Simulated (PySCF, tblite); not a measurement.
**B₃H₇N₃O₄P, a small molecule taken as a stand-in for a surface group (BN ring, B edge): infrared bands, NMR shifts, core binding energies and electronic excitations, part 1 of 2**

Aim: the infrared bands, NMR shifts, core binding energies and electronic excitations of `O=P(O)(O)OB1NBNBN1`.

Programs: tblite 0.8.0 and PySCF 2.14.0. All values are calculated, for the isolated system unless a continuum is named. Atoms count from 0, parts from 1.

### 1 The system as given

18 atoms, charge 0, multiplicity 1; geometry: distance geometry start.

### 2 Relaxing the cluster with GFN2-xTB

What the job is given:

```
{"job": {"kind": "relax", "xc": "GFN2-xTB", "basis": "xTB"}, "charge": 0, "multiplicity": 1}
N     -0.737230    -1.396658    -0.246244
B     -2.122437    -1.212406     0.362085
N     -2.828263     0.160563     0.273265
B     -1.989067     1.199528    -0.397336
N     -0.511122     1.247244     0.071672
B      0.028786    -0.096191    -0.427266
O      1.215096    -0.042339    -1.304065
P      2.520494     0.107157    -0.198583
O      3.817067     0.185043    -0.907753
O      2.213296     1.504689     0.682989
O      2.425989    -1.261379     0.823214
H     -0.157157    -2.100997     0.270233
H     -2.748004    -2.187315     0.494408
H     -3.031494     0.368928     1.290406
H     -2.387056     1.938591    -1.211950
H     -0.546387     1.304552     1.112836
H      2.320466     2.278748     0.053982
H      2.526562    -2.071384     0.255467
```

Level: GFN2-xTB geometry optimisation, gas phase.

The run is started by

```sh
$ OMP_NUM_THREADS=1 python cluster_run.py task.json out
```

This one command runs all jobs of the session in turn.

Log:

```text
step      E/eV     max force
  0    -953.41038    3.895
  1    -954.23927    2.781
  2    -955.02146    3.292
  3    -955.22026    1.737
  4    -955.35465    0.914
  5    -955.56156    1.129
  6    -955.67978    0.967
  7    -955.82687    1.093
  8    -955.96081    1.117
  9    -956.11774    1.083
 10    -956.24941    0.927
 11    -956.32964    1.209
 12    -956.41655    0.975
 13    -956.47054    0.637
 14    -956.53612    0.777
 15    -956.57919    0.592
 16    -956.62183    0.425
 17    -956.65909    0.601
 18    -956.70802    1.314
 19    -956.75994    1.128
 20    -956.86439    1.094
 21    -957.06588    1.016
 22    -957.24637    1.305
 23    -957.27232    2.064
 24    -957.51543    1.223
 25    -957.69545    1.060
 26    -957.77787    1.006
 27    -957.87635    0.895
 28    -957.96363    0.759
 29    -957.99765    1.365
 30    -958.02943    1.277
 31    -958.06282    0.445
 32    -958.08749    0.439
 33    -958.14802    0.798
 34    -958.18460    0.727
 35    -958.24067    0.488
 36    -958.27996    0.554
 37    -958.31906    0.599
 38    -958.34640    0.366
 39    -958.36376    0.303
 40    -958.37832    0.305
 41    -958.38822    0.299
 42    -958.39661    0.270
 43    -958.40357    0.288
 44    -958.40766    0.118
 45    -958.40964    0.113
 46    -958.41139    0.125
 47    -958.41438    0.145
 48    -958.41905    0.185
 49    -958.42422    0.190
 50    -958.42929    0.222
 51    -958.43406    0.214
 52    -958.43944    0.250
 53    -958.44444    0.467
 54    -958.45250    0.377
 55    -958.46225    0.404
 56    -958.46798    0.122
 57    -958.46799    0.760
 58    -958.47565    0.127
 59    -958.47739    0.103
 60    -958.47978    0.243
 61    -958.48158    0.138
 62    -958.48573    0.111
 63    -958.48797    0.102
 64    -958.48928    0.096
 65    -958.48976    0.065
 66    -958.49012    0.036
 67    -958.49035    0.054
 68    -958.49066    0.051
 69    -958.49110    0.058
 70    -958.49152    0.053
 71    -958.49196    0.051
 72    -958.49236    0.048
 73    -958.49272    0.055
 74    -958.49306    0.056
 75    -958.49345    0.052
 76    -958.49394    0.055
 77    -958.49464    0.066
 78    -958.49551    0.081
 79    -958.49626    0.103
 80    -958.49682    0.178
 81    -958.49752    0.059
 82    -958.49802    0.040
 83    -958.49842    0.036
 84    -958.49887    0.047
 85    -958.49925    0.067
 86    -958.49970    0.085
 87    -958.50036    0.109
 88    -958.50126    0.081
 89    -958.50220    0.077
 90    -958.50288    0.073
 91    -958.50350    0.067
 92    -958.50430    0.064
 93    -958.50551    0.084
 94    -958.50658    0.094
 95    -958.50761    0.078
 96    -958.50848    0.066
 97    -958.50932    0.063
 98    -958.50995    0.077
 99    -958.51061    0.091
100    -958.51120    0.063
101    -958.51230    0.064
102    -958.51292    0.070
103    -958.51416    0.084
104    -958.51518    0.072
105    -958.51626    0.064
106    -958.51720    0.070
107    -958.51815    0.062
108    -958.51915    0.085
109    -958.52014    0.084
110    -958.52101    0.106
111    -958.52183    0.086
112    -958.52273    0.083
113    -958.52400    0.093
114    -958.52485    0.100
115    -958.52583    0.094
116    -958.52693    0.115
117    -958.52853    0.110
118    -958.53030    0.094
119    -958.53194    0.094
120    -958.53318    0.102
121    -958.53470    0.102
122    -958.53613    0.098
123    -958.53714    0.101
124    -958.53814    0.094
125    -958.53911    0.077
126    -958.54014    0.102
127    -958.54185    0.084
128    -958.54448    0.141
129    -958.54666    0.163
130    -958.54861    0.193
131    -958.55081    0.146
132    -958.55300    0.331
133    -958.55495    0.123
134    -958.55637    0.080
135    -958.55791    0.162
136    -958.55862    0.087
137    -958.55941    0.089
138    -958.56006    0.063
139    -958.56092    0.064
140    -958.56183    0.068
141    -958.56239    0.076
142    -958.56290    0.110
143    -958.56338    0.118
144    -958.56378    0.074
145    -958.56413    0.042
146    -958.56443    0.046
147    -958.56484    0.048
148    -958.56516    0.047
149    -958.56549    0.045
150    -958.56582    0.042
151    -958.56615    0.033
152    -958.56639    0.041
153    -958.56661    0.039
154    -958.56683    0.042
155    -958.56713    0.037
156    -958.56740    0.037
157    -958.56759    0.032
158    -958.56774    0.031
159    -958.56792    0.037
160    -958.56817    0.043
161    -958.56845    0.046
162    -958.56873    0.038
163    -958.56905    0.052
164    -958.56942    0.056
165    -958.56992    0.062
166    -958.57042    0.059
167    -958.57092    0.082
168    -958.57135    0.060
169    -958.57186    0.126
170    -958.57259    0.090
171    -958.57446    0.086
172    -958.57558    0.103
173    -958.57765    0.182
174    -958.58102    0.230
175    -958.58442    0.229
176    -958.58639    0.200
177    -958.58974    0.231
178    -958.59256    0.122
179    -958.59566    0.143
180    -958.59946    0.158
181    -958.60093    0.121
182    -958.60289    0.107
183    -958.60480    0.111
184    -958.60673    0.184
185    -958.60922    0.112
186    -958.61091    0.102
187    -958.61184    0.073
188    -958.61268    0.083
189    -958.61348    0.097
190    -958.61409    0.070
191    -958.61454    0.067
192    -958.61513    0.082
193    -958.61572    0.085
194    -958.61652    0.067
195    -958.61687    0.039
196    -958.61715    0.068
197    -958.61745    0.077
198    -958.61782    0.062
199    -958.61837    0.037
200    -958.61858    0.040
201    -958.61858    0.040
202    -958.62093    0.166
203    -958.62031    0.191
204    -958.62142    0.059
205    -958.62141    0.157
206    -958.62170    0.016
207    -958.62177    0.037
208    -958.62184    0.046
209    -958.62188    0.028
210    -958.62192    0.012
211    -958.62194    0.005
```

Run time: 14 s. Hardware: 1 thread of Intel Xeon Platinum 8259CL at 2.50GHz, shared host.

The steps of the relaxation:

```csv
step,energy from step 0 (eV),largest force (eV/Å)
0,0.0000,3.8951
8,-2.5504,1.1168
16,-3.2115,0.4253
24,-4.1051,1.2228
32,-4.6771,0.4391
40,-4.9679,0.3053
48,-5.0087,0.1850
56,-5.0576,0.1221
64,-5.0789,0.0964
72,-5.0820,0.0485
80,-5.0864,0.1786
88,-5.0909,0.0808
96,-5.0981,0.0653
104,-5.1048,0.0723
112,-5.1123,0.0834
120,-5.1228,0.1025
128,-5.1341,0.1405
136,-5.1482,0.0866
144,-5.1534,0.0738
152,-5.1560,0.0412
160,-5.1578,0.0424
168,-5.1610,0.0608
176,-5.1760,0.1998
184,-5.1963,0.1844
192,-5.2047,0.0818
200,-5.2082,0.0401
208,-5.2115,0.0455
211,-5.2116,0.0054
```

Distances of close pairs at the start and the end, largest changes first:

```csv
bond,before (Å),after (Å),change (Å)
O6–P7,1.717,1.560,-0.157
B3–N4,1.551,1.417,-0.134
B1–N2,1.546,1.417,-0.130
N4–B5,1.531,1.412,-0.120
N0–B1,1.524,1.418,-0.106
N0–B5,1.520,1.415,-0.105
P7–O10,1.711,1.608,-0.103
B5–O6,1.476,1.393,-0.083
```

### 3 Harmonic vibrations: GFN2-xTB

What the job is given:

```
{"job": {"kind": "ir", "xc": "GFN2-xTB", "basis": "xTB"}, "charge": 0, "multiplicity": 1}
N     -1.127187    -1.382066    -0.689618
B     -2.494642    -1.124529    -0.415312
N     -2.792644     0.063707     0.296280
B     -1.808253     0.985225     0.736093
N     -0.460940     0.670711     0.430636
B     -0.103064    -0.498332    -0.275550
O      1.217009    -0.820348    -0.582802
P      2.515679    -0.022998    -0.248213
O      3.762592    -0.625661    -0.709206
O      2.261053     1.452050    -0.833566
O      2.465725     0.208816     1.341772
H     -0.861997    -2.213913    -1.193095
H     -3.334578    -1.863540    -0.763454
H     -3.759082     0.265989     0.501822
H     -2.092772     1.958597     1.322886
H      0.282233     1.288687     0.717826
H      3.023761     1.709418    -1.348669
H      3.307107    -0.051812     1.712169
```

Method: GFN2-xTB harmonic vibrations, gas phase.

Log:

```text
mode    cm-1     km/mol
  1      39.9      0.14
  2      51.7      0.16
  3      87.3      0.59
  4     107.9     44.13
  5     149.7      3.84
  6     228.9     49.73
  7     259.4      1.83
  8     266.4      0.05
  9     295.6    120.34
 10     319.8     16.07
 11     350.7     16.23
 12     352.6      0.17
 13     435.2    105.49
 14     436.6     80.02
 15     485.0     14.95
 16     515.5      4.39
 17     579.4     59.69
 18     668.5     11.25
 19     682.4     25.63
 20     706.0      2.62
 21     729.1     17.39
 22     780.6    105.47
 23     797.9     12.19
 24     812.0      0.27
 25     819.5     40.71
 26     831.2    739.03
 27     877.2    192.74
 28     920.4    278.36
 29     938.8     18.53
 30     943.4    123.37
 31     986.2      0.71
 32    1061.3     46.69
 33    1067.7     19.92
 34    1136.5    325.44
 35    1195.4      2.77
 36    1239.2      7.36
 37    1283.4    629.69
 38    1311.8     25.01
 39    1315.5      9.01
 40    1404.9    935.26
 41    1420.4    609.37
 42    2614.5    283.50
 43    2619.4    109.88
 44    3464.4      0.48
 45    3473.3      2.16
 46    3477.2      0.16
 47    3632.6     42.71
 48    3639.9     76.41
```

Wall time 1.6 s (1 thread of Intel Xeon Platinum 8259CL at 2.50GHz, shared host); peak memory 0.18 GiB.

The strongest bands and the atoms that carry them:

```csv
cm⁻¹,km/mol,atoms
831,739.0,"P7 23 %, H14 12 %, O9 10 %, O10 10 %"
1136,325.4,"B5 40 %, O6 26 %, H11 11 %"
1283,629.7,"O8 55 %, P7 39 %"
1405,935.3,"N0 23 %, N4 19 %, B3 18 %, B1 15 %"
1420,609.4,"B5 31 %, N2 23 %, N4 13 %, B1 11 %"
2614,283.5,"H12 48 %, H14 44 %"
```

### 4 Nuclear shieldings: PBE0/pcSseg-1

Same as in step 3 but for these lines:

```diff
@@ -1,2 +1,2 @@
-{"job": {"kind": "ir", "xc": "GFN2-xTB", "basis": "xTB"}, "charge": 0, "multiplicity": 1}
+{"job": {"kind": "nmr", "xc": "PBE0", "basis": "pcSseg-1"}, "charge": 0, "multiplicity": 1}
 N     -1.127187    -1.382066    -0.689618
```

Method: GIAO PBE0/pcSseg-1 NMR shielding, non-relativistic, gas phase.

Log:

```text
coarse grid: 16752 points
cycle   1  E = -884.4711172267  dE =  2.421e+00  |g| = 1.331e+00  |ddm| = 4.051e+00
cycle   2  E = -884.1353065686  dE =  3.358e-01  |g| = 1.903e+00  |ddm| = 2.185e+00
cycle   3  E = -884.7721158261  dE = -6.368e-01  |g| = 2.927e-01  |ddm| = 1.510e+00
cycle   4  E = -884.7871397619  dE = -1.502e-02  |g| = 6.626e-02  |ddm| = 2.281e-01
cycle   5  E = -884.7878390009  dE = -6.992e-04  |g| = 1.328e-02  |ddm| = 4.255e-02
cycle   6  E = -884.7878774238  dE = -3.842e-05  |g| = 2.965e-03  |ddm| = 1.321e-02
cycle   7  E = -884.7878789234  dE = -1.500e-06  |g| = 1.052e-03  |ddm| = 2.281e-03
final grid: 160968 points
cycle   8  E = -884.8790481300  dE = -4.161e-05  |g| = 1.306e-02  |ddm| = 2.612e-02
cycle   9  E = -884.8790174246  dE =  3.071e-05  |g| = 1.830e-02  |ddm| = 1.860e-02
cycle  10  E = -884.8790799850  dE = -6.256e-05  |g| = 1.403e-03  |ddm| = 1.102e-02
cycle  11  E = -884.8790803092  dE = -3.242e-07  |g| = 4.754e-04  |ddm| = 1.211e-03
cycle  12  E = -884.8790803472  dE = -3.804e-08  |g| = 1.161e-04  |ddm| = 3.515e-04
cycle  13  E = -884.8790803495  dE = -2.319e-09  |g| = 4.098e-05  |ddm| = 1.002e-04
cycle  14  E = -884.8790803498  dE = -2.517e-10  |g| = 1.374e-05  |ddm| = 2.971e-05
converged SCF energy = -884.8790803498

GIAO shielding tensors (ppm)
atom      isotropic    diamagn.    paramagn.     s11        s22        s33       span
  0 N      141.382     327.007    -185.625     35.027    162.828    226.290    191.263
  1 B       72.564     195.688    -123.124     45.615     57.280    114.797     69.182
  2 N      125.763     323.007    -197.245    -15.343    154.851    237.781    253.124
  3 B       72.858     196.826    -123.968     45.634     57.783    115.159     69.525
  4 N      139.398     330.150    -190.751     36.718    154.295    227.182    190.464
  5 B       79.582     198.779    -119.197     54.197     86.419     98.132     43.935
  6 O      186.645     401.035    -214.390    140.518    208.600    210.816     70.298
  7 P      324.865     964.925    -640.060    238.440    264.536    471.619    233.179
  8 O      184.308     392.933    -208.625    155.287    159.169    238.468     83.180
  9 O      221.909     392.632    -170.723    179.092    186.195    300.440    121.348
 10 O      221.793     392.631    -170.839    178.822    186.027    300.529    121.707
 11 H       26.442      32.264      -5.821     21.019     26.918     31.390     10.372
 12 H       26.958      28.589      -1.631     24.142     27.144     29.587      5.445
 13 H       25.923      28.045      -2.122     21.637     25.255     30.877      9.240
 14 H       26.947      30.375      -3.427     24.048     27.370     29.424      5.376
 15 H       26.154      36.714     -10.560     19.656     27.199     31.607     11.951
 16 H       28.314      27.723       0.590     20.844     23.554     40.543     19.698
 17 H       28.316      27.762       0.554     20.850     23.565     40.534     19.685
```

Wall time 65 s (1 thread of Intel Xeon Platinum 8259CL at 2.50GHz, shared host); peak memory 1.1 GiB.

Shifts follow as δ = σ(reference) − σ, with reference shieldings (ppm) from runs at the same level and on the same kind of geometry: ¹H TMS 31.72, ¹⁵N NH3 267.7, ¹⁷O H2O 336.1, ³¹P H3PO4 318.4, ¹¹B BF3·OEt2 100.1. The references are single molecules in the gas phase, so shifts against H2O, NH3, PH3, H3PO4 or CFCl3 are not on the usual liquid scales and can be off by tens of ppm. Atoms listed in one row are averaged.

```csv
atoms,environment,σ (ppm),δ (ppm)
H13,hydrogen on a nitrogen bonded to 2 B,25.92,5.79
H15,hydrogen on a nitrogen bonded to 2 B,26.15,5.56
H11,hydrogen on a nitrogen bonded to 2 B,26.44,5.27
H14,hydrogen on a boron bonded to 2 N,26.95,4.77
H12,hydrogen on a boron bonded to 2 N,26.96,4.76
"H16, H17",hydrogen on an oxygen bonded to P,28.31,3.40
N2,"nitrogen bonded to 2 B, H",125.8,142.0
N4,"nitrogen bonded to 2 B, H",139.4,128.3
N0,"nitrogen bonded to 2 B, H",141.4,126.3
B1,"boron bonded to 2 N, H",72.6,27.5
B3,"boron bonded to 2 N, H",72.9,27.2
B5,"boron bonded to 2 N, O",79.6,20.5
O8,oxygen bonded to P,184.3,151.8
O6,"oxygen bonded to B, P",186.6,149.4
"O9, O10","oxygen bonded to P, H",221.9,114.2
P7,phosphorus bonded to 4 O,324.9,-6.5
```

The run also stored atomic charges by several schemes (e):

```csv
atoms,Mulliken,IAO,Hirshfeld,ESP fit
N0,-0.52,-0.47,-0.23,-0.87
B1,0.33,0.19,0.16,0.58
N2,-0.53,-0.46,-0.22,-0.75
B3,0.33,0.19,0.16,0.52
N4,-0.56,-0.48,-0.23,-0.77
B5,0.59,0.46,0.25,0.93
O6,-0.56,-0.64,-0.20,-0.50
P7,1.31,2.02,0.56,1.12
O8,-0.59,-0.91,-0.41,-0.65
"O9, O10",-0.50,-0.76,-0.24,-0.66
```

Mayer bond orders: N0–B1 1.16, B1–N2 1.16, N2–B3 1.17, B3–N4 1.16, N4–B5 1.15, B5–O6 0.96, O6–P7 1.03, P7–O8 1.93, P7–O9 1.03, P7–O10 1.03, B5–N0 1.16.

Ring of atoms N0, B1, N2, B3, N4, B5: NICS(0) -3.4, NICS(1) -3.2, NICS(1)zz -4.7 ppm (means of both faces).

### 5 Core holes by ΔSCF: SCAN, X2C

Same as in step 4 but for these lines:

```diff
@@ -1,2 +1,2 @@
-{"job": {"kind": "nmr", "xc": "PBE0", "basis": "pcSseg-1"}, "charge": 0, "multiplicity": 1}
+{"job": {"kind": "xps", "holes": 4}, "charge": 0, "multiplicity": 1}
 N     -1.127187    -1.382066    -0.689618
```

Method: delta-SCF UKS SCAN, pcX-2 on the ionised atom, pcseg-1 elsewhere, spin-free X2C.

Log:

```text
ground state, core basis on atom 0 (N), 224 functions
  cycle   1  E = -886.07651239  |g| = 1.33e+00
  cycle   2  E = -885.42064926  |g| = 2.25e+00
  cycle   3  E = -886.38006614  |g| = 4.33e-01
  cycle   4  E = -886.41601276  |g| = 9.01e-02
  cycle   5  E = -886.41746968  |g| = 2.58e-02
  cycle   6  E = -886.41762471  |g| = 6.85e-03
  cycle   7  E = -886.41762748  |g| = 3.98e-03
  cycle   8  E = -886.41762971  |g| = 1.07e-03
  cycle   9  E = -886.41762974  |g| = 3.11e-04
  E(ground) = -886.47508181 Eh
hole in N 1s of atom 0
  cycle   1  E = -870.83785509  |g| = 1.87e+00
  cycle   2  E = -867.68211040  |g| = 2.65e+00
  cycle   3  E = -871.04265118  |g| = 1.05e+00
  cycle   4  E = -871.44773712  |g| = 4.93e-01
  cycle   5  E = -871.51579227  |g| = 2.59e-01
  cycle   6  E = -871.54119896  |g| = 6.59e-02
  cycle   7  E = -871.54277959  |g| = 2.14e-02
  cycle   8  E = -871.54296298  |g| = 7.45e-03
  cycle   9  E = -871.54298441  |g| = 3.34e-03
  cycle  10  E = -871.54298933  |g| = 1.06e-03
  cycle  11  E = -871.54298829  |g| = 4.40e-04
  E(ion) = -871.59886629 Eh   <S^2> = 0.7635   hole on atom = 1.000   binding energy = 404.802 eV
ground state, core basis on atom 4 (N), 224 functions
  cycle   1  E = -886.41760690  |g| = 7.20e-02
  cycle   2  E = -886.41760444  |g| = 1.26e-02
  cycle   3  E = -886.41757145  |g| = 1.82e-02
  cycle   4  E = -886.41763453  |g| = 2.51e-03
  cycle   5  E = -886.41763524  |g| = 4.85e-04
  E(ground) = -886.47513973 Eh
hole in N 1s of atom 4
  cycle   1  E = -870.83858115  |g| = 1.87e+00
  cycle   2  E = -870.07550299  |g| = 2.12e+00
  cycle   3  E = -871.44236542  |g| = 4.98e-01
  cycle   4  E = -871.46338603  |g| = 4.40e-01
  cycle   5  E = -871.53841259  |g| = 1.12e-01
  cycle   6  E = -871.54233264  |g| = 5.15e-02
  cycle   7  E = -871.54338098  |g| = 9.52e-03
  cycle   8  E = -871.54341145  |g| = 5.09e-03
  cycle   9  E = -871.54342284  |g| = 2.00e-03
  cycle  10  E = -871.54342421  |g| = 7.97e-04
  cycle  11  E = -871.54342433  |g| = 3.87e-04
  E(ion) = -871.59906290 Eh   <S^2> = 0.7635   hole on atom = 1.000   binding energy = 404.799 eV
ground state, core basis on atom 5 (B), 224 functions
  cycle   1  E = -886.40403685  |g| = 5.30e-02
  cycle   2  E = -886.40396817  |g| = 3.53e-02
  cycle   3  E = -886.40420805  |g| = 1.41e-02
  cycle   4  E = -886.40425316  |g| = 3.18e-03
  cycle   5  E = -886.40425640  |g| = 7.85e-04
  cycle   6  E = -886.40425525  |g| = 2.64e-04
  E(ground) = -886.46458035 Eh
hole in B 1s of atom 5
  cycle   1  E = -878.74901517  |g| = 1.19e+00
  cycle   2  E = -875.66505041  |g| = 2.50e+00
  cycle   3  E = -878.83279637  |g| = 8.63e-01
  cycle   4  E = -879.10111113  |g| = 3.65e-01
  cycle   5  E = -879.14577590  |g| = 1.60e-01
  cycle   6  E = -879.15502315  |g| = 5.37e-02
  cycle   7  E = -879.15614745  |g| = 1.50e-02
  cycle   8  E = -879.15625770  |g| = 7.29e-03
  cycle   9  E = -879.15628903  |g| = 4.81e-03
  cycle  10  E = -879.15630339  |g| = 2.40e-03
  cycle  11  E = -879.15631225  |g| = 1.00e-03
  cycle  12  E = -879.15631194  |g| = 8.96e-04
  cycle  13  E = -879.15631196  |g| = 2.27e-04
  E(ion) = -879.21633213 Eh   <S^2> = 0.7857   hole on atom = 1.000   binding energy = 197.235 eV
ground state, core basis on atom 6 (O), 224 functions
  cycle   1  E = -886.43890780  |g| = 1.07e-01
  cycle   2  E = -886.43741745  |g| = 1.09e-01
  cycle   3  E = -886.43898116  |g| = 5.36e-02
  cycle   4  E = -886.43945259  |g| = 1.16e-02
  cycle   5  E = -886.43947884  |g| = 2.74e-03
  cycle   6  E = -886.43947788  |g| = 6.56e-04
  cycle   7  E = -886.43947877  |g| = 1.54e-04
  E(ground) = -886.49630795 Eh
hole in O 1s of atom 6
  cycle   1  E = -865.79309156  |g| = 2.23e+00
  cycle   2  E = -865.01772441  |g| = 2.37e+00
  cycle   3  E = -866.41914231  |g| = 7.08e-01
  cycle   4  E = -866.48294419  |g| = 5.89e-01
  cycle   5  E = -866.60677257  |g| = 1.74e-01
  cycle   6  E = -866.61787742  |g| = 5.80e-02
  cycle   7  E = -866.61908936  |g| = 1.03e-02
  cycle   8  E = -866.61912809  |g| = 4.54e-03
  cycle   9  E = -866.61913643  |g| = 1.59e-03
  cycle  10  E = -866.61913698  |g| = 5.41e-04
  cycle  11  E = -866.61913793  |g| = 2.17e-04
  E(ion) = -866.67575321 Eh   <S^2> = 0.7610   hole on atom = 1.000   binding energy = 539.345 eV
```

Run time: 1.9 min. Hardware: 1 thread of Intel Xeon Platinum 8259CL at 2.50GHz, shared host; peak memory 0.63 GiB.

The holes in one table. −ε is the ground-state orbital energy:

```csv
hole,stands for,environment,ΔSCF (eV),−ε (eV),⟨S²⟩
N1s on N0,N0,"nitrogen bonded to 2 B, H",404.80,385.8,0.763
N1s on N4,N4,"nitrogen bonded to 2 B, H",404.80,385.8,0.764
B1s on B5,B5,"boron bonded to 2 N, O",197.23,181.4,0.786
O1s on O6,O6,"oxygen bonded to B, P",539.34,517.8,0.761
```

(Continued in part 2 of 2.)
